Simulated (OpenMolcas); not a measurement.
# Cr⁴⁺ among point charges: CASSCF and CASPT2 levels and susceptibility

Aim: the splitting of the states of Cr⁴⁺ in the field of 6 point charges, its lowest levels with spin-orbit coupling and its magnetic susceptibility.

The numbers are computed with OpenMolcas 26.06 (state-averaged CASSCF and CASPT2, spin-orbit coupling by RASSI with atomic mean-field integrals), except any that are marked as measured or tabulated.

### 1 What is computed

```
Species                           : Cr⁴⁺ (chromium, Z = 24, 20 electrons)
Basis                             : ANO-RCC-VTZP [6s5p3d2f1g], 59 functions
Scalar Hamiltonian                : DKH2, point nucleus
Inactive shells                   : 1s 2s 2p 3s 3p
Active space                      : 2 electrons in 5 orbitals (3d)
Some configurations of this space : 3d2
Orbitals                          : optimised for each spin and parity, averaged over all roots
```

Outer shells as boxes (Hund's rule):

3d2
```
3d [↑ ][↑ ][  ][  ][  ]
```

The ion sits among 6 point charges of -2 e arranged as a trigonal prism (D3h), 1.87 Å from the ion, with a polar angle of 61.4° against the regular 49.1°.

Each step is its own input file, run in one work folder so that later steps find the files of earlier ones. Labels, J, g values, rates, χT and fits are worked out afterwards by a script from the matrices that RASSI stores.

### 2 Basis and integrals

a.inp reads:

```
&GATEWAY
Coord
1

Cr 0.0 0.0 0.0
Basis=ANO-RCC-VTZP
Group=NoSym
NoMove
AngMom=0.0 0.0 0.0
AMFI
XField
6 Angstrom 0
1.641437 0.000000 0.895870 -2.000000
-0.820719 1.421527 0.895870 -2.000000
-0.820719 -1.421527 0.895870 -2.000000
1.641437 0.000000 -0.895870 -2.000000
-0.820719 1.421527 -0.895870 -2.000000
-0.820719 -1.421527 -0.895870 -2.000000
&SEWARD
```

Run with:

```console
> OMP_NUM_THREADS=1 MOLCAS_MEM=1689 MOLCAS_PROJECT=a pymolcas a.inp > a.log
```

### 3 Reference wave functions, triplets, 10 roots

a.inp reads:

```
&RASSCF
FileOrb=start.orb
Symmetry=1
Spin=3
nActEl=2 0 0
Inactive=9
Ras2=5
CIRoot=10 10 1
SDav=10
CIMx=300
Iter=120 100
PrWF=0.3
OrbListing=Nothing
MaxOrb=0
LevShft=1.5
>>> COPY $Project.JobIph JOB001
```

start.orb holds the contracted functions of the basis, ordered by shell, or the orbitals of the step before.

### 4 Reference wave functions, singlets, 15 roots

a.inp reads:

```
&RASSCF
FileOrb=start.orb
Symmetry=1
Spin=1
nActEl=2 0 0
Inactive=9
Ras2=5
CIRoot=15 15 1
SDav=15
CIMx=300
Iter=120 100
PrWF=0.3
OrbListing=Nothing
MaxOrb=0
LevShft=1.5
>>> COPY $Project.JobIph JOB002
```

### 5 RASSI: spin-orbit coupling between the states

a.inp reads:

```
&RASSI
NrOfJobIphs=2 10 15
1 2 3 4 5 6 7 8 9 10
1 2 3 4 5 6 7 8 9 10 11 12 13 14 15
IphNames
JOB001
JOB002
EJob
SpinOrbit
DIPRint=1.0
SOCoupling=1000.0
Subsets=2
Property=9
'ANGMOM' 1 'ANGMOM' 2 'ANGMOM' 3 'MLTPL  1' 1 'MLTPL  1' 2 'MLTPL  1' 3
'AMFI' 1 'AMFI' 2 'AMFI' 3
SOProperty=3
'ANGMOM' 1 'ANGMOM' 2 'ANGMOM' 3
```

### 6 CASPT2: IPEA 0.25, imaginary shift 0.1 (closed shells correlated: 3s 3p)

a.inp reads:

```
>>> COPY JOB001 $Project.JobIph
&CASPT2
Multistate=10 1 2 3 4 5 6 7 8 9 10
NoMult
Frozen=5
IPEA=0.25
Imaginary=0.1
MaxIter=60
WThr=0.0 0.3 0.05
PrWF=0.5
NoMix
>>> COPY JOB002 $Project.JobIph
&CASPT2
Multistate=15 1 2 3 4 5 6 7 8 9 10 11 12 13 14 15
NoMult
Frozen=5
IPEA=0.25
Imaginary=0.1
MaxIter=60
WThr=0.0 0.3 0.05
PrWF=0.5
NoMix
```

(Steps that only read results are left out.)

Before running it: what results should come out? Wanted: spin-free ground state; first state of the same spin within the active space; lowest level; next level.

As calculated:

| quantity | value |
| --- | --- |
| method | SS-CASPT2, IPEA 0.25, imaginary shift 0.1 (closed shells correlated: 3s 3p) |
| spin-free ground state | 3E, 2-fold in its orbital part |
| first state of the same spin within the active space | 3E at 637 cm⁻¹ |
| lowest level | 1-fold A1 |
| next level | 40.6 cm⁻¹ |
| χT at 300 K | 0.63 cm³ K/mol |
| effective moment at 300 K | 2.24 μB |

Cost by method:

| method | time of its own steps | time with the reference |
| --- | --- | --- |
| A. CASSCF | 20 s | 20 s |
| B. SS-CASPT2, IPEA 0.25, imaginary shift 0.1, +3s 3p | 3.9 s | 24 s |

Times are of one thread on a shared host.

What this shows: The spin-free ground state (3E) comes to 96 % from free-ion F terms and keeps the highest spin of the shell. χT at 300 K is 0.63, against 1.00 cm³ K/mol for the spin alone, so spin-orbit coupling lowers it. CASPT2 does not keep the components of a term degenerate, and the means are used. The field of point charges can differ much from that of real complexes. Point charges carry no covalency, so the field is a model and not that of real ligands.
